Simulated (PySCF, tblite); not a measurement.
# C₁₁H₁₂F+: geometry, infrared bands, NMR shifts, spin-spin couplings and electronic excitations, part 3 of 3

tblite 0.8.0 and PySCF 2.14.0. Atoms count from 0. Earlier steps stand in the parts before.

## Step 8: Shielding tensors: KT2/pcSseg-1

Job settings and geometry (Å):

```
{"job": {"kind": "nmr", "xc": "KT2", "basis": "pcSseg-1", "pop": false}, "charge": 1, "multiplicity": 1}
F      0.979627    -1.072994    -2.315226
C      1.368664    -0.980299    -1.064680
C      2.747367    -1.112473    -0.897758
C      3.506626    -1.054794     0.265476
C      3.069790    -0.843281     1.572632
C      1.759210    -0.646654     2.003270
C      0.579754    -0.620642     1.258370
C      0.339410    -0.771809    -0.115132
C     -1.068564    -0.688627    -0.597901
C     -2.129464    -1.511760     0.198239
C     -2.873265    -0.221010     0.588598
C     -1.843361     0.611950    -0.196114
H      3.283919    -1.283405    -1.836350
H      4.583312    -1.190496     0.129824
H      3.842490    -0.829475     2.346406
H      1.631643    -0.493629     3.079047
H     -0.322224    -0.451748     1.854537
H     -1.104248    -0.882042    -1.674059
H     -1.724212    -2.102998     1.033059
H     -2.690932    -2.196728    -0.451006
H     -3.902173    -0.151919     0.212271
H     -2.901964    -0.015404     1.668602
H     -2.237359     1.145522    -1.071358
H     -1.255480     1.327780     0.397540
```

With the program's defaults for keys left out, this is: GIAO KT2/pcSseg-1 NMR shielding, non-relativistic, gas phase.

Standard output:

```text
coarse grid: 20472 points
cycle   1  E = -534.6851701886  dE =  1.785e+00  |g| = 6.971e-01  |ddm| = 4.925e+00
cycle   2  E = -534.3379862265  dE =  3.472e-01  |g| = 1.457e+00  |ddm| = 2.270e+00
cycle   3  E = -534.7799708231  dE = -4.420e-01  |g| = 1.856e-01  |ddm| = 1.674e+00
cycle   4  E = -534.7879032750  dE = -7.932e-03  |g| = 7.512e-02  |ddm| = 2.847e-01
cycle   5  E = -534.7889303046  dE = -1.027e-03  |g| = 4.473e-02  |ddm| = 1.119e-01
cycle   6  E = -534.7895222088  dE = -5.919e-04  |g| = 1.425e-02  |ddm| = 6.101e-02
cycle   7  E = -534.7895783885  dE = -5.618e-05  |g| = 4.899e-03  |ddm| = 2.039e-02
cycle   8  E = -534.7895844541  dE = -6.066e-06  |g| = 9.049e-04  |ddm| = 5.821e-03
final grid: 199360 points
cycle   9  E = -534.8340326384  dE = -3.150e-04  |g| = 3.579e-02  |ddm| = 1.645e-01
cycle  10  E = -534.8332842123  dE =  7.484e-04  |g| = 7.402e-02  |ddm| = 1.067e-01
cycle  11  E = -534.8342510456  dE = -9.668e-04  |g| = 6.040e-03  |ddm| = 7.942e-02
cycle  12  E = -534.8342598467  dE = -8.801e-06  |g| = 2.353e-03  |ddm| = 8.762e-03
cycle  13  E = -534.8342613781  dE = -1.531e-06  |g| = 8.192e-04  |ddm| = 3.095e-03
cycle  14  E = -534.8342615731  dE = -1.950e-07  |g| = 2.127e-04  |ddm| = 9.735e-04
cycle  15  E = -534.8342615841  dE = -1.101e-08  |g| = 8.384e-05  |ddm| = 3.488e-04
cycle  16  E = -534.8342615855  dE = -1.383e-09  |g| = 4.262e-05  |ddm| = 1.373e-04
cycle  17  E = -534.8342615861  dE = -6.023e-10  |g| = 6.943e-06  |ddm| = 5.035e-05
converged SCF energy = -534.8342615861

GIAO shielding tensors (ppm)
atom      isotropic    diamagn.    paramagn.     s11        s22        s33       span
  0 F      193.707     479.139    -285.432    113.532    144.109    323.480    209.948
  1 C       13.219     247.913    -234.695    -64.133     20.471     83.318    147.451
  2 C       50.753     259.399    -208.646    -30.605     32.800    150.064    180.668
  3 C       40.609     257.987    -217.378    -66.176     18.818    169.186    235.363
  4 C       39.678     258.393    -218.715    -61.541     17.201    163.375    224.916
  5 C       40.243     255.149    -214.906    -63.866     21.924    162.672    226.539
  6 C       37.433     258.479    -221.046    -69.413     14.964    166.748    236.162
  7 C       14.201     266.027    -251.826    -69.527    -28.368    140.498    210.025
  8 C      142.650     249.946    -107.296    117.848    141.882    168.219     50.372
  9 C      144.566     253.188    -108.623    118.905    139.877    174.916     56.011
 10 C      163.151     255.237     -92.086    152.223    160.437    176.792     24.569
 11 C      141.946     250.138    -108.192    114.280    135.304    176.254     61.974
 12 H       22.865      27.237      -4.371     17.988     23.189     27.419      9.430
 13 H       22.682      24.760      -2.078     18.506     23.194     26.346      7.840
 14 H       22.694      25.899      -3.205     18.657     23.197     26.227      7.571
 15 H       22.572      29.015      -6.443     18.060     22.731     26.924      8.863
 16 H       22.139      34.764     -12.625     17.884     19.364     29.169     11.286
 17 H       26.681      34.313      -7.631     20.768     26.794     32.483     11.715
 18 H       28.899      31.088      -2.189     26.606     27.631     32.460      5.854
 19 H       27.656      28.766      -1.110     24.495     25.734     32.739      8.244
 20 H       28.323      27.819       0.504     24.640     26.006     34.324      9.684
 21 H       28.487      29.997      -1.510     24.731     26.875     33.854      9.124
 22 H       27.595      30.473      -2.878     24.392     25.906     32.487      8.094
 23 H       28.949      32.942      -3.992     26.735     27.635     32.477      5.741
```

Run time: 2.6 min. Hardware: 2 threads of Intel Xeon at 2.50GHz, shared host; peak memory 1.7 GiB.

In short: δ C1 170.0, C7 169.0, C6 145.8, C4 143.5, H16 9.04, H15 8.61 ppm.

## Step 9: Comparing the runs: NMR shifts

Shifts (ppm) of some atoms, chosen among heavy atoms and hydrogens apart, with basis size and wall time:

```
          run     C7     C6     C3     C5   H15   H13     F0  functions     time
PBE0/pcSseg-1  182.2  159.7  156.4  156.0  9.07  8.98  -34.7        264  3.1 min
 KT2/pcSseg-1  169.0  145.8  142.6  143.0  8.61  8.50  -55.1        264  2.6 min
```

## Step 10: Outcome

What follows sums up all 3 parts.

| quantity | value |
| --- | --- |
| strongest single infrared mode (GFN2-xTB) | 1409 cm⁻¹, 182 km/mol |
| zero-point energy (GFN2-xTB) | 123.1 kcal/mol |
| point group | C1 |
| rotational constants (main isotopes) | 1.66, 0.68, 0.52 GHz |
| ¹³C shifts against TMS (PBE0/pcSseg-1, means over atoms taken as alike) | 182.2, 180.9, 159.7, 156.4, 156.4, 156.0, 145.2, 36.8, 35.4, 17.2 ppm |
| ¹H shifts against TMS (PBE0/pcSseg-1, means over atoms taken as alike) | 9.46, 9.07, 8.98, 8.94, 8.75, 4.41, 3.36, 2.78, 2.60, 2.05 ppm |
| ¹⁹F shifts against CFCl3 (PBE0/pcSseg-1) | -34.7 ppm |
| largest coupling of the table (B3LYP/pcJ-1) | ¹J(F,C) F0–C1, -352.0 Hz |
| lowest singlet (CAM-B3LYP/def2-SVPD) | 4.37 eV (283 nm), f = 0.140 |
| brightest single state of those computed | state 10, 6.02 eV, f = 0.532 |
| lowest triplet | 3.19 eV |
| range of the shift of F0 | -55.1 to -34.7 ppm |

**Reading.** Over 13 steps the energy fell by 0.031 eV; of the close pairs, C1–C2 changed most, 1.403 to 1.387 Å (GFN2-xTB). All 66 modes are real, so the xTB geometry is a minimum. The strongest single mode, at 1409 cm⁻¹, is spread over several atoms, H16, C7, C1, H12 among them. GFN2-xTB is a fitted tight-binding method: band positions and strengths are rough. Its intensities can rank the bands wrongly. The optimisation took 8 steps and gained 0.215 eV; among the close pairs (by a distance rule), C3–H13 changed most, from 1.033 to 1.094 Å (PBE0/def2-SVP). No frequency check was run at this level, so the end point may be a saddle. NICS(1)zz of -23 ppm above the planar ring from C1 marks a diatropic (aromatic) ring current. At PBE0/pcSseg-1, counted by nearest atom on the grid, the HOMO lies on C8, C9, C11 about 14 % each; H19, H22 about 7 % each, the LUMO on C2, C4, C7 about 19 % each; C5, C6 about 9 % each. Of the pairs tabulated at B3LYP/pcJ-1, F0–C1 couples most strongly (-352.0 Hz; Fermi contact -302.9 Hz). Couplings across rotatable bonds belong to this one conformer; where others are populated, the observed values are averages. The lowest singlet, at 4.37 eV, is HOMO→LUMO 0.76, HOMO−4→LUMO+1 0.12 and is bright; of the 10 states computed, the strongest absorption comes from state 10 at 6.02 eV (the last computed, so partners may be missing). The lowest triplet lies 1.19 eV below the lowest singlet (triplets in Tamm-Dancoff, singlets in full TDDFT). Across the 2 runs the shift of F0 moves most, between -55.1 (KT2/pcSseg-1) and -34.7 ppm (PBE0/pcSseg-1).
